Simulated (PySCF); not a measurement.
# CH2BF3O: NMR shifts at several levels of theory

How much do the NMR shifts of CH2BF3O (`FBOC(F)F`) depend on the level of theory, and what does each level cost?

The runs use PySCF 2.14.0, with density-fitted response routines of our own; the level of theory stands in each step. All values are computed, except where a source is named. Atoms are numbered from 0 throughout.

### 1 The molecule as given

8 atoms, charge 0, multiplicity 1; geometry from: GFN2-xTB.

Bonds of the start (Å): F0–B1 1.32, B1–O2 1.34, O2–C3 1.36, C3–F4 1.35, C3–F5 1.34, B1–H6 1.16, C3–H7 1.10.

### 2 Relaxing the molecule at PBE0-D3(BJ)/def2-SVP

What the job is given:

```
{"job": {"xc": "PBE0", "basis": "def2-SVP", "d3": "d3bj", "grid": 1, "kind": "geom"}, "charge": 0, "multiplicity": 1}
F      1.117039    -1.087100    -0.737014
B      1.261441     0.108993    -0.191993
O      0.268254     0.628020     0.537196
C     -0.910573     0.007627     0.807597
F     -0.918256    -0.413305     2.086749
F     -1.907839     0.900419     0.696823
H      2.239436     0.720364    -0.348332
H     -1.140443    -0.855604     0.159244
```

Log:

```text
step   0  E = -438.24332892  max force = 0.018622
step   1  E = -438.24466222  max force = 0.009125
step   2  E = -438.24476666  max force = 0.002591
step   3  E = -438.24482513  max force = 0.001556
step   4  E = -438.24482870  max force = 0.001643
step   5  E = -438.24484908  max force = 0.000771
step   6  E = -438.24486160  max force = 0.000632
step   7  E = -438.24488216  max force = 0.001245
step   8  E = -438.24490814  max force = 0.001257
step   9  E = -438.24492703  max force = 0.001417
step  10  E = -438.24493889  max force = 0.000933
step  11  E = -438.24494866  max force = 0.000367
optimisation converged
```

Wall time 45 s (1 thread, shared host).

Relaxation path:

| step | energy from step 0 (eV) | largest force component (eV/Å) |
| --- | --- | --- |
| 0 | 0.0000 | 0.9576 |
| 1 | -0.0363 | 0.4692 |
| 2 | -0.0391 | 0.1332 |
| 3 | -0.0407 | 0.0800 |
| 4 | -0.0408 | 0.0845 |
| 5 | -0.0414 | 0.0396 |
| 6 | -0.0417 | 0.0325 |
| 7 | -0.0423 | 0.0640 |
| 8 | -0.0430 | 0.0646 |
| 9 | -0.0435 | 0.0729 |
| 10 | -0.0438 | 0.0480 |
| 11 | -0.0441 | 0.0189 |

Distances of close pairs at the start and the end, largest changes first:

| bond | before (Å) | after (Å) | change (Å) |
| --- | --- | --- | --- |
| B1–H6 | 1.164 | 1.200 | +0.036 |
| B1–O2 | 1.337 | 1.355 | +0.018 |
| C3–F5 | 1.343 | 1.331 | -0.012 |
| O2–C3 | 1.359 | 1.371 | +0.012 |
| C3–F4 | 1.347 | 1.339 | -0.008 |
| C3–H7 | 1.104 | 1.103 | -0.001 |
| F0–B1 | 1.322 | 1.323 | +0.001 |

The final coordinates are the input of the step that follows.

| at the end point | value |
| --- | --- |
| point group (found at 0.08 Å tolerance) | C1 |
| rotational constants (GHz, main isotopes) | 7.436, 2.345, 2.053 |
| dipole moment (D) | 1.29 |

### 3 Nuclear shieldings: PBE0/cc-pVDZ

What the job is given:

```
{"job": {"kind": "nmr", "xc": "PBE0", "basis": "cc-pVDZ", "pop": true}, "charge": 0, "multiplicity": 1}
F      1.270114    -1.023625    -0.564741
B      1.262382     0.220190    -0.113662
O      0.159053     0.700806     0.510000
C     -0.955060    -0.064222     0.741749
F     -0.804205    -0.716586     1.900944
F     -1.994720     0.758363     0.855679
H      2.214996     0.934029    -0.261314
H     -1.144462    -0.797182    -0.060079
```

With the program's defaults for keys left out, this is: GIAO PBE0/cc-pVDZ NMR shielding, non-relativistic, gas phase.

Log:

```text
coarse grid: 7760 points
cycle   1  E = -438.4359357044  dE =  9.525e-01  |g| = 9.475e-01  |ddm| = 5.282e+00
cycle   2  E = -438.3042633101  dE =  1.317e-01  |g| = 1.315e+00  |ddm| = 2.761e+00
cycle   3  E = -438.5894738673  dE = -2.852e-01  |g| = 2.357e-02  |ddm| = 1.596e+00
cycle   4  E = -438.5895665119  dE = -9.264e-05  |g| = 6.774e-03  |ddm| = 3.359e-02
cycle   5  E = -438.5895724661  dE = -5.954e-06  |g| = 2.616e-03  |ddm| = 1.143e-02
final grid: 79184 points
cycle   6  E = -438.5935415942  dE = -3.530e-05  |g| = 8.025e-03  |ddm| = 4.077e-02
cycle   7  E = -438.5935322111  dE =  9.383e-06  |g| = 1.101e-02  |ddm| = 2.414e-02
cycle   8  E = -438.5935535246  dE = -2.131e-05  |g| = 9.262e-04  |ddm| = 1.333e-02
cycle   9  E = -438.5935536903  dE = -1.657e-07  |g| = 2.876e-04  |ddm| = 1.685e-03
cycle  10  E = -438.5935537032  dE = -1.294e-08  |g| = 8.503e-05  |ddm| = 4.006e-04
cycle  11  E = -438.5935537043  dE = -1.051e-09  |g| = 1.414e-05  |ddm| = 1.046e-04
cycle  12  E = -438.5935537043  dE = -3.661e-11  |g| = 3.940e-06  |ddm| = 3.047e-05
converged SCF energy = -438.5935537043

GIAO shielding tensors (ppm)
atom      isotropic    diamagn.    paramagn.     s11        s22        s33       span
  0 F      259.183     463.756    -204.573     84.541    263.376    429.631    345.090
  1 B       90.946     203.773    -112.827     77.816     91.377    103.645     25.829
  2 O      146.726     384.819    -238.093     39.426    163.986    236.766    197.340
  3 C       85.719     246.498    -160.778     64.873     88.912    103.373     38.499
  4 F      278.127     469.333    -191.205    190.640    296.207    347.535    156.896
  5 F      299.752     467.748    -167.996    222.207    321.109    355.942    133.735
  6 H       27.118      30.518      -3.400     24.349     26.061     30.943      6.594
  7 H       24.801      30.656      -5.855     21.557     24.785     28.060      6.503
```

Wall time 9.4 s (1 thread, shared host).

Shifts follow as δ = σ(reference) − σ, with reference shieldings (ppm) from runs at the same level and on the same kind of geometry: 1H TMS 31.29, 13C TMS 196.8, 19F CFCl3 200.9, 17O H2O 343.3, 11B BF3·OEt2 113.8. The references are single molecules in the gas phase, so shifts against H2O, NH3, PH3, H3PO4 or CFCl3 are not on the usual liquid scales and can be off by tens of ppm. Atoms listed in one row are averaged.

| atoms | environment | σ (ppm) | δ (ppm) |
| --- | --- | --- | --- |
| C3 | sp3 CH bonded to 2 F and O | 85.7 | 111.0 |
| H7 | hydrogen on an sp3 CH bonded to 2 F and O | 24.80 | 6.49 |
| H6 | hydrogen on a boron bonded to F, O | 27.12 | 4.17 |
| F0 | fluorine bonded to B | 259.2 | -58.2 |
| F4, F5 | fluorine of a CF2 group | 288.9 | -88.0 |
| B1 | boron bonded to F, O, H | 90.9 | 22.9 |
| O2 | oxygen bonded to C, B | 146.7 | 196.6 |

Charges from the same density, by scheme (e):

| atoms | Mulliken | IAO | Hirshfeld | ESP fit |
| --- | --- | --- | --- | --- |
| F0 | -0.11 | -0.31 | -0.12 | -0.24 |
| B1 | 0.19 | 0.50 | 0.25 | 0.53 |
| O2 | -0.16 | -0.38 | -0.16 | -0.36 |
| C3 | 0.48 | 0.61 | 0.20 | 0.50 |
| F4, F5 | -0.18 | -0.28 | -0.09 | -0.19 |

Mayer bond orders: F0–B1 1.37, B1–O2 1.40, O2–C3 1.05, C3–F4 1.13, C3–F5 1.17.

### 4 Nuclear shieldings: PBE0/cc-pVTZ

The job, as its differences from that of step 3:

```diff
@@ -1,2 +1,2 @@
-{"job": {"kind": "nmr", "xc": "PBE0", "basis": "cc-pVDZ", "pop": true}, "charge": 0, "multiplicity": 1}
+{"job": {"kind": "nmr", "xc": "PBE0", "basis": "cc-pVTZ", "pop": true}, "charge": 0, "multiplicity": 1}
 F      1.270114    -1.023625    -0.564741
```

Level: GIAO PBE0/cc-pVTZ NMR shielding, non-relativistic, gas phase.

Log:

```text
coarse grid: 7760 points
cycle   1  E = -438.5986885076  dE =  9.242e-01  |g| = 9.677e-01  |ddm| = 5.429e+00
cycle   2  E = -438.4570807035  dE =  1.416e-01  |g| = 1.394e+00  |ddm| = 2.431e+00
cycle   3  E = -438.7452653370  dE = -2.882e-01  |g| = 2.544e-02  |ddm| = 1.421e+00
cycle   4  E = -438.7453446920  dE = -7.936e-05  |g| = 1.328e-02  |ddm| = 3.898e-02
cycle   5  E = -438.7453683639  dE = -2.367e-05  |g| = 4.981e-03  |ddm| = 1.963e-02
cycle   6  E = -438.7453720530  dE = -3.689e-06  |g| = 1.609e-03  |ddm| = 6.632e-03
final grid: 79184 points
cycle   7  E = -438.7436563735  dE = -9.906e-05  |g| = 9.487e-03  |ddm| = 7.209e-02
cycle   8  E = -438.7436397152  dE =  1.666e-05  |g| = 1.398e-02  |ddm| = 2.439e-02
cycle   9  E = -438.7436702377  dE = -3.052e-05  |g| = 9.542e-04  |ddm| = 1.447e-02
cycle  10  E = -438.7436703826  dE = -1.449e-07  |g| = 4.259e-04  |ddm| = 1.592e-03
cycle  11  E = -438.7436704086  dE = -2.598e-08  |g| = 8.780e-05  |ddm| = 4.564e-04
cycle  12  E = -438.7436704097  dE = -1.065e-09  |g| = 1.777e-05  |ddm| = 1.203e-04
cycle  13  E = -438.7436704097  dE = -4.650e-11  |g| = 4.201e-06  |ddm| = 2.446e-05
converged SCF energy = -438.7436704097

GIAO shielding tensors (ppm)
atom      isotropic    diamagn.    paramagn.     s11        s22        s33       span
  0 F      254.655     471.586    -216.930     80.869    262.969    420.128    339.259
  1 B       80.348     198.737    -118.389     67.358     81.659     92.027     24.669
  2 O      130.559     386.672    -256.113     21.991    152.366    217.320    195.329
  3 C       71.199     240.710    -169.511     51.747     73.055     88.796     37.049
  4 F      264.895     468.472    -203.577    172.101    279.868    342.716    170.615
  5 F      283.374     466.868    -183.493    196.708    303.939    349.476    152.768
  6 H       26.929      28.850      -1.921     23.956     26.258     30.572      6.617
  7 H       24.595      30.468      -5.873     21.692     24.493     27.600      5.907
```

Run time: 27 s. Hardware: 1 thread, shared host.

This run: δ C3 116.1, F0 -72.1, F4 -91.5, B1 22.4, H7 6.70, H6 4.36 ppm (means over like atoms).

### 5 NMR shieldings: PBE0/aug-cc-pVDZ

The job, as its differences from that of step 4:

```diff
@@ -1,2 +1,2 @@
-{"job": {"kind": "nmr", "xc": "PBE0", "basis": "cc-pVTZ", "pop": true}, "charge": 0, "multiplicity": 1}
+{"job": {"kind": "nmr", "xc": "PBE0", "basis": "aug-cc-pVDZ", "pop": true}, "charge": 0, "multiplicity": 1}
 F      1.270114    -1.023625    -0.564741
```

With the program's defaults for keys left out, this is: GIAO PBE0/aug-cc-pVDZ NMR shielding, non-relativistic, gas phase.

Log:

```text
coarse grid: 7760 points
cycle   1  E = -438.4896996027  dE =  9.485e-01  |g| = 8.820e-01  |ddm| = 6.332e+00
cycle   2  E = -438.3659150148  dE =  1.238e-01  |g| = 1.252e+00  |ddm| = 2.569e+00
cycle   3  E = -438.6242493588  dE = -2.583e-01  |g| = 3.217e-02  |ddm| = 1.469e+00
cycle   4  E = -438.6243738185  dE = -1.245e-04  |g| = 1.862e-02  |ddm| = 7.180e-02
cycle   5  E = -438.6244335269  dE = -5.971e-05  |g| = 6.653e-03  |ddm| = 3.111e-02
cycle   6  E = -438.6244407704  dE = -7.244e-06  |g| = 1.900e-03  |ddm| = 9.295e-03
final grid: 79184 points
cycle   7  E = -438.6284042501  dE = -3.649e-05  |g| = 8.685e-03  |ddm| = 8.258e-02
cycle   8  E = -438.6283893525  dE =  1.490e-05  |g| = 1.279e-02  |ddm| = 2.664e-02
cycle   9  E = -438.6284176524  dE = -2.830e-05  |g| = 9.625e-04  |ddm| = 1.489e-02
cycle  10  E = -438.6284178311  dE = -1.787e-07  |g| = 2.907e-04  |ddm| = 1.747e-03
cycle  11  E = -438.6284178441  dE = -1.303e-08  |g| = 8.089e-05  |ddm| = 4.296e-04
cycle  12  E = -438.6284178451  dE = -9.807e-10  |g| = 1.599e-05  |ddm| = 1.072e-04
converged SCF energy = -438.6284178451

GIAO shielding tensors (ppm)
atom      isotropic    diamagn.    paramagn.     s11        s22        s33       span
  0 F      265.573     456.652    -191.078    103.918    269.577    423.224    319.306
  1 B       88.877     225.778    -136.901     74.406     92.547     99.677     25.271
  2 O      143.525     365.905    -222.380     40.167    163.682    226.727    186.560
  3 C       83.965     224.631    -140.666     63.512     87.017    101.365     37.853
  4 F      276.304     465.382    -189.078    187.978    292.048    348.886    160.908
  5 F      293.987     467.381    -173.394    210.236    314.990    356.733    146.497
  6 H       26.822      26.265       0.557     23.919     25.957     30.591      6.673
  7 H       24.443      31.273      -6.830     21.460     24.385     27.485      6.025
```

Wall time 18 s (1 thread, shared host).

In short: δ C3 111.2, F0 -71.4, F4 -91.0, B1 21.3, H7 6.95, H6 4.57 ppm (means over like atoms).

### 6 Shielding tensors: PBE0/IGLO-III

The job, as its differences from that of step 5:

```diff
@@ -1,2 +1,2 @@
-{"job": {"kind": "nmr", "xc": "PBE0", "basis": "aug-cc-pVDZ", "pop": true}, "charge": 0, "multiplicity": 1}
+{"job": {"kind": "nmr", "xc": "PBE0", "basis": "IGLO-III", "pop": true}, "charge": 0, "multiplicity": 1}
 F      1.270114    -1.023625    -0.564741
```

Level: GIAO PBE0/IGLO-III NMR shielding, non-relativistic, gas phase.

Log:

```text
coarse grid: 7760 points
cycle   1  E = -438.6131820100  dE =  9.386e-01  |g| = 9.743e-01  |ddm| = 1.953e+00
cycle   2  E = -438.4652501427  dE =  1.479e-01  |g| = 1.415e+00  |ddm| = 8.011e-01
cycle   3  E = -438.7619407921  dE = -2.967e-01  |g| = 3.019e-02  |ddm| = 4.603e-01
cycle   4  E = -438.7620415882  dE = -1.008e-04  |g| = 1.592e-02  |ddm| = 2.319e-02
cycle   5  E = -438.7620803695  dE = -3.878e-05  |g| = 4.319e-03  |ddm| = 8.608e-03
cycle   6  E = -438.7620833434  dE = -2.974e-06  |g| = 1.668e-03  |ddm| = 2.280e-03
final grid: 79184 points
cycle   7  E = -438.7726633827  dE = -1.041e-04  |g| = 9.041e-03  |ddm| = 4.395e-02
cycle   8  E = -438.7726480659  dE =  1.532e-05  |g| = 1.334e-02  |ddm| = 7.232e-03
cycle   9  E = -438.7726755003  dE = -2.743e-05  |g| = 9.614e-04  |ddm| = 4.401e-03
cycle  10  E = -438.7726756363  dE = -1.360e-07  |g| = 4.899e-04  |ddm| = 5.448e-04
cycle  11  E = -438.7726756722  dE = -3.597e-08  |g| = 1.085e-04  |ddm| = 1.752e-04
cycle  12  E = -438.7726756739  dE = -1.633e-09  |g| = 1.849e-05  |ddm| = 4.901e-05
cycle  13  E = -438.7726756739  dE = -5.366e-11  |g| = 4.704e-06  |ddm| = 9.449e-06
converged SCF energy = -438.7726756739

GIAO shielding tensors (ppm)
atom      isotropic    diamagn.    paramagn.     s11        s22        s33       span
  0 F      252.748     470.946    -218.198     81.802    258.987    417.455    335.652
  1 B       76.010     193.249    -117.239     62.130     78.229     87.673     25.543
  2 O      122.243     384.336    -262.093     11.023    146.111    209.595    198.572
  3 C       65.823     251.069    -185.246     46.135     67.902     83.433     37.298
  4 F      260.702     463.321    -202.619    165.367    277.450    339.290    173.924
  5 F      279.458     461.947    -182.489    189.312    301.791    347.271    157.959
  6 H       26.869      28.331      -1.462     23.941     26.057     30.610      6.669
  7 H       24.492      29.903      -5.411     21.564     24.359     27.554      5.989
```

Wall time 28 s (1 thread, shared host).

Key values: δ C3 118.0, F0 -78.1, F4 -95.4, B1 23.9, H7 6.88, H6 4.50 ppm (means over like atoms).

### 7 NMR shieldings: PBE0/pcSseg-0

The job, as its differences from that of step 6:

```diff
@@ -1,2 +1,2 @@
-{"job": {"kind": "nmr", "xc": "PBE0", "basis": "IGLO-III", "pop": true}, "charge": 0, "multiplicity": 1}
+{"job": {"kind": "nmr", "xc": "PBE0", "basis": "pcSseg-0", "pop": true}, "charge": 0, "multiplicity": 1}
 F      1.270114    -1.023625    -0.564741
```

Method: GIAO PBE0/pcSseg-0 NMR shielding, non-relativistic, gas phase.

Log:

```text
coarse grid: 7760 points
cycle   1  E = -437.5005076164  dE =  9.321e-01  |g| = 8.630e-01  |ddm| = 2.748e+00
cycle   2  E = -437.4001900057  dE =  1.003e-01  |g| = 1.214e+00  |ddm| = 1.531e+00
cycle   3  E = -437.6459781306  dE = -2.458e-01  |g| = 2.139e-02  |ddm| = 8.283e-01
cycle   4  E = -437.6460621532  dE = -8.402e-05  |g| = 1.285e-02  |ddm| = 3.196e-02
cycle   5  E = -437.6460881941  dE = -2.604e-05  |g| = 4.201e-03  |ddm| = 1.193e-02
cycle   6  E = -437.6460908557  dE = -2.662e-06  |g| = 8.946e-04  |ddm| = 3.532e-03
final grid: 79184 points
cycle   7  E = -437.5561932589  dE = -1.078e-05  |g| = 6.214e-03  |ddm| = 1.215e-02
cycle   8  E = -437.5561874141  dE =  5.845e-06  |g| = 8.720e-03  |ddm| = 1.000e-02
cycle   9  E = -437.5561990762  dE = -1.166e-05  |g| = 7.996e-04  |ddm| = 6.182e-03
cycle  10  E = -437.5561992018  dE = -1.255e-07  |g| = 1.166e-04  |ddm| = 7.284e-04
cycle  11  E = -437.5561992042  dE = -2.379e-09  |g| = 4.527e-05  |ddm| = 1.160e-04
cycle  12  E = -437.5561992045  dE = -2.987e-10  |g| = 9.203e-06  |ddm| = 3.494e-05
converged SCF energy = -437.5561992045

GIAO shielding tensors (ppm)
atom      isotropic    diamagn.    paramagn.     s11        s22        s33       span
  0 F      235.954     472.622    -236.668     26.408    239.241    442.212    415.804
  1 B       79.586     192.644    -113.057     60.013     83.030     95.715     35.702
  2 O      131.546     407.755    -276.209     19.265    138.703    236.671    217.406
  3 C       65.793     241.655    -175.863     41.657     69.080     86.641     44.985
  4 F      268.890     472.281    -203.390    174.251    300.050    332.370    158.119
  5 F      291.026     470.957    -179.932    208.315    324.809    339.954    131.639
  6 H       27.173      28.169      -0.996     24.575     25.573     31.370      6.795
  7 H       25.334      27.081      -1.746     21.581     24.742     29.680      8.099
```

It took 5.4 s on 1 thread, shared host.

In short: δ C3 127.7, F0 -57.6, F4 -101.6, B1 25.3, H7 7.50, H6 5.66 ppm (means over like atoms).

### 8 Comparing the runs: NMR shifts

Shifts (ppm), means over like atoms, with basis size and wall time:

| run | C3 | H7 | H6 | F0 | F4 | B1 | O2 | functions | time |
| --- | --- | --- | --- | --- | --- | --- | --- | --- | --- |
| PBE0/cc-pVDZ | 111.0 | 6.49 | 4.17 | -58.2 | -88.0 | 22.9 | 196.6 | 94 | 9.4 s |
| PBE0/cc-pVTZ | 116.1 | 6.70 | 4.36 | -72.1 | -91.5 | 22.4 | 204.3 | 208 | 27 s |
| PBE0/aug-cc-pVDZ | 111.2 | 6.95 | 4.57 | -71.4 | -91.0 | 21.3 | 192.4 | 156 | 18 s |
| PBE0/IGLO-III | 118.0 | 6.88 | 4.50 | -78.1 | -95.4 | 23.9 | 204.9 | 230 | 28 s |
| PBE0/pcSseg-0 | 127.7 | 7.50 | 5.66 | -57.6 | -101.6 | 25.3 | 206.3 | 58 | 5.4 s |

### 9 Results

| quantity | value |
| --- | --- |
| point group | C1 |
| rotational constants (main isotopes) | 7.44, 2.35, 2.05 GHz |
| 13C shifts against TMS (PBE0/cc-pVDZ) | 111.0 ppm |
| 1H shifts against TMS (PBE0/cc-pVDZ) | 6.49, 4.17 ppm |
| 19F shifts against CFCl3 (PBE0/cc-pVDZ, means over atoms taken as alike) | -58.2, -88.0 ppm |
| 11B shifts against BF3·OEt2 (PBE0/cc-pVDZ) | 22.9 ppm |
| 17O shifts against H2O (PBE0/cc-pVDZ) | 196.6 ppm |
| range of the shift of F0 | -78.1 to -57.6 ppm |

What this shows: Single values in the summary come from the first run of each kind that ended normally (PBE0/cc-pVDZ), which need not be the best level. Over 11 steps the energy fell by 0.044 eV; of the close pairs, B1–H6 changed most, 1.164 to 1.200 Å. At PBE0/cc-pVDZ: The widest tensor belongs to F0: span 345 ppm, with a paramagnetic part of -205 ppm. In ppm, F0 moves most: its shift spreads over 20.5 ppm, from -78.1 (PBE0/IGLO-III) to -57.6 (PBE0/pcSseg-0).
